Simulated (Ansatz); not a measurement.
**Cl3F2HMoO: how energies converge with the basis set**

The task here is to estimate one member of a computed series from the others.

Method: one geometry, several basis sets; program: Ansatz 0.2.0, Gaussian basis.

Plan: PBE0-D4/def2-SVP; ωB97M-V/def2-SVP; PBE0-D4/def2-QZVPP; ωB97M-V/def2-QZVPP; the functionals' def2-TZVPP values are taken from earlier runs.

## The geometry

An earlier PBE0-D4 in a triple-zeta def2 set relaxation fixed the geometry. Mo takes the def2 core potential; no spin-orbit term is included.

SMILES `[OH][Mo]([F])([F])([Cl])([Cl])[Cl]`, 8 atoms, charge 0, spin multiplicity 1.

Atoms are counted from 1 here; the program's logs count them from 0.

Bond lengths: O1–Mo2 1.829 Å, O1–H8 0.966 Å, Mo2–F3 1.835 Å, Mo2–F4 1.835 Å, Mo2–Cl5 2.261 Å, Mo2–Cl6 2.259 Å, Mo2–Cl7 2.354 Å. Angles: Mo2–O1–H8 126.7°, O1–Mo2–F3 93.1°, O1–Mo2–F4 93.1°, O1–Mo2–Cl5 163.3°, O1–Mo2–Cl6 96.3°, O1–Mo2–Cl7 80.1°, F3–Mo2–F4 172.0°, F3–Mo2–Cl5 87.8°, F3–Mo2–Cl6 87.1°, F3–Mo2–Cl7 93.1°, F4–Mo2–Cl5 87.8°, F4–Mo2–Cl6 87.1°, F4–Mo2–Cl7 93.1°, Cl5–Mo2–Cl6 100.4°, Cl5–Mo2–Cl7 83.2°, Cl6–Mo2–Cl7 176.4°.

Set-up of the first run:

The input, in.yaml:

```yaml
crystal:
  periodic: [false, false, false]
  atoms:
    - {symbol: O, position_ang: [-0.330643, -1.463351, 0.508332]}
    - {symbol: Mo, position_ang: [-0.084861, 0.288223, 0.043273]}
    - {symbol: F, position_ang: [1.129273, 0.578292, 1.388260]}
    - {symbol: F, position_ang: [-1.389295, 0.232268, -1.246129]}
    - {symbol: Cl, position_ang: [0.669800, 2.185236, -0.927388]}
    - {symbol: Cl, position_ang: [-1.652520, 1.136282, 1.430667]}
    - {symbol: Cl, position_ang: [1.514488, -0.730047, -1.351899]}
    - {symbol: H, position_ang: [0.143757, -2.226894, 0.154884]}
basis:
  gaussian: {orbitals: def2-SVP}
hamiltonian: {xc: pbe0, dispersion: d4}
output: {orbitals: {seedname: orbitals}}
```

On the command line:

```
$ ansatz run in.yaml --threads 4 --pin off --events-out ev --progress --plain --max-ram 11315MiB
```

Among the steps run: PBE0-D4 in def2-SVP; ωB97M-V in def2-SVP; PBE0-D4 in def2-QZVPP; ωB97M-V in def2-QZVPP.

One of the session's tables, all rows but one given; the rest of the session is left out.

It belongs to the step «Functionals by basis». 

| functional | basis | HOMO (eV) | LUMO (eV) |
| --- | --- | --- | --- |
| PBE0-D4 | def2-SVP | -9.01 | -5.53 |
| PBE0-D4 | def2-TZVPP | -8.98 | -5.43 |
| PBE0-D4 | def2-QZVPP | ? | ? |
| ωB97M-V | def2-SVP | -11.16 | -3.63 |
| ωB97M-V | def2-TZVPP | -11.17 | -3.55 |
| ωB97M-V | def2-QZVPP | -11.17 | -3.54 |

Q: Estimate the row for PBE0-D4, def2-QZVPP from the others.

The run gave: HOMO (eV): -8.97; LUMO (eV): -5.40. In the column «HOMO (eV)» it is the highest.
